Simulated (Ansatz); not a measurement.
# H4O2SSiTe: up Jacob's ladder to CCSD(T)

One table from this session's results is given with a row withheld; the runs are named, their logs left out.

Program: Ansatz 0.2.0, Gaussian basis. Level of theory: functionals in def2-TZVPP, the program's frozen cores in correlated methods. These are calculated values, not measurements.

The runs, in order: LDA (SPW92), PBE-D4, revPBE-D4, BLYP-D4, r2SCAN-D4, B97M-V, PBE0-D4, B3LYP-D4, r2SCANh-D4, r2SCAN0-D4, HSE06-D4, BHLYP-D4, CAM-B3LYP-D4, LC-ωPBE, ωB97X-V, ωB97M-V, B2PLYP, PBE-QIDH; CCSD(T)/def2-SVP; CCSD(T)/def2-TZVPP; MP2/def2-QZVPP; extrapolation to the limit; RPA on PBE.

### The geometry

All runs share one geometry, relaxed beforehand with PBE0-D4 in a triple-zeta def2 set. Te takes the def2 core potential; no spin-orbit term is included.

9 atoms, charge 0, spin multiplicity 1.

Atoms are counted from 1 here; the program's logs count them from 0.

Bond lengths: O1–Si2 1.639 Å, O1–H6 0.960 Å, Si2–O3 1.636 Å, Si2–S4 2.129 Å, Si2–Te5 2.485 Å, O3–H7 0.960 Å, S4–H8 1.343 Å, Te5–H9 1.658 Å. Angles: Si2–O1–H6 115.6°, O1–Si2–O3 114.9°, O1–Si2–S4 103.6°, O1–Si2–Te5 111.9°, O3–Si2–S4 110.2°, O3–Si2–Te5 100.2°, S4–Si2–Te5 116.5°, Si2–O3–H7 116.7°, Si2–S4–H8 92.2°, Si2–Te5–H9 90.6°.

The first run:

in.yaml

```yaml
crystal:
  periodic: [false, false, false]
  atoms:
    - {symbol: O, position_ang: [-0.115765, 0.234451, -1.461196]}
    - {symbol: Si, position_ang: [0.268894, 0.000556, 0.114551]}
    - {symbol: O, position_ang: [1.844537, 0.244171, 0.481442]}
    - {symbol: S, position_ang: [-0.261542, -2.031144, 0.464658]}
    - {symbol: Te, position_ang: [-0.793824, 1.695619, 1.589084]}
    - {symbol: H, position_ang: [-0.166870, 1.150607, -1.744817]}
    - {symbol: H, position_ang: [2.459625, -0.447491, 0.225226]}
    - {symbol: H, position_ang: [-0.850321, -2.138861, -0.738137]}
    - {symbol: H, position_ang: [-2.296133, 1.245691, 1.052087]}
basis:
  gaussian: {orbitals: def2-TZVPP}
hamiltonian: {xc: lda}
output: {orbitals: {seedname: orbitals}}
```

Steps of the session up to this table: LDA; PBE-D4 (GGA); revPBE-D4 (GGA); BLYP-D4 (GGA); r2SCAN-D4 (meta-GGA); B97M-V (meta-GGA); PBE0-D4 (hybrid); B3LYP-D4 (hybrid); r2SCANh-D4 (hybrid); r2SCAN0-D4 (hybrid); HSE06-D4 (hybrid); BHLYP-D4 (hybrid); CAM-B3LYP-D4 (range-separated); LC-ωPBE (range-separated); ωB97X-V (range-separated); ωB97M-V (range-separated); B2PLYP (double hybrid); PBE-QIDH (double hybrid).

One table of the session follows, with a row left open; its other results are not shown here.

It belongs to the step «Orbital energies across the functionals». 

| functional | HOMO (eV) | gap (eV) |
| --- | --- | --- |
| LDA (SPW92) | -5.66 | 4.09 |
| PBE-D4 | -5.51 | 4.10 |
| revPBE-D4 | -5.45 | 4.12 |
| BLYP-D4 | -5.33 | 4.03 |
| r2SCAN-D4 | -5.76 | 4.56 |
| B97M-V | -5.75 | 4.52 |
| PBE0-D4 | -6.56 | 5.97 |
| B3LYP-D4 | -6.33 | 5.52 |
| r2SCANh-D4 | -6.15 | 5.24 |
| r2SCAN0-D4 | -6.73 | 6.25 |
| HSE06-D4 | -6.17 | 5.20 |
| BHLYP-D4 | -7.44 | 7.72 |
| CAM-B3LYP-D4 | ? | ? |
| LC-ωPBE | -9.08 | 10.63 |
| ωB97X-V | -8.75 | 10.20 |
| ωB97M-V | -8.63 | 9.91 |

Q: Estimate the row for CAM-B3LYP-D4 from the others.

The run gave: HOMO (eV): -7.77; gap (eV): 8.21. In the column «HOMO (eV)» it lies between ωB97M-V (-8.63) and BHLYP-D4 (-7.44).
